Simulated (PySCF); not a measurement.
# DyF2 (Dy(F)2): the cost of one run

Program: PySCF 2.14.0. Level of theory: several levels, as the steps say, no spin–orbit coupling. These are calculated values, not measurements.

1 further run of the same task is left out (for a known fault of the program).

## 1. Where the work starts

3 atoms, charge 0, spin multiplicity 1.

Bond lengths: Dy1–F2 2.096 Å, Dy1–F3 2.096 Å. Angles: F2–Dy1–F3 125.0°.

Geometry (Å):

```mol
DyF2
  3D, bonds by distance, orders not assigned

  3  2  0  0  0  0  0  0  0  0999 V2000
    0.0000   -0.0000   -0.2107 Dy  0  0
    1.8592   -0.0000    0.7578 F   0  0
   -1.8592    0.0000    0.7578 F   0  0
  1  2  8  0
  1  3  8  0
M  END
```

Formal oxidation states: Dy +2. Each metal's 10 4f electrons lie in its core potential, so multiplicities, spins and levels count the valence alone. An earlier session relaxed this geometry at PBE0, Dy lcecp-0-SVP with ECP56, F def2-SVP (singlet, point group C2v).

At PBE0 on the finer grid: E = -230.389310 Eh, frontier levels not given, since the 4f levels lie in the core, Mulliken charge on Dy1 +1.06 e, largest force component 0.001 eV/Å. 

Levels to run: BP86; CAM-B3LYP; PBE0, TZVP. Hardware: 2 threads of Arm Neoverse V1, shared host.

## 2. BP86

File run.py (the lines that set the calculation):

```python
mol = gto.M(atom='''
Dy     0.00000     0.00000    -0.21069
F      1.85924     0.00000     0.75777
F     -1.85924     0.00000     0.75777''',
    basis={'Dy': 'lcecp-0-SVP', 'F': 'def2-SVP'},
    ecp={'Dy': 'lcecp-0-SVP'},
    charge=0, spin=0)
mf = dft.RKS(mol, xc='B88,P86')
mf.grids.atom_grid = (75, 302)  # f atoms: unpruned, at least (60, 302)
mf = mf.density_fit()  # fitting sets: Dy AutoAux, F def2-universal-JKFIT
mf.conv_tol = 1e-08; mf.max_cycle = 55
mf.kernel(dm0)  # dm0: the density of the relaxed state
```

Run with:

```console
OMP_NUM_THREADS=2 python run.py
```

**Question.** How long does this run take on 2 threads of Arm Neoverse V1, shared host?

About 1.5 s.
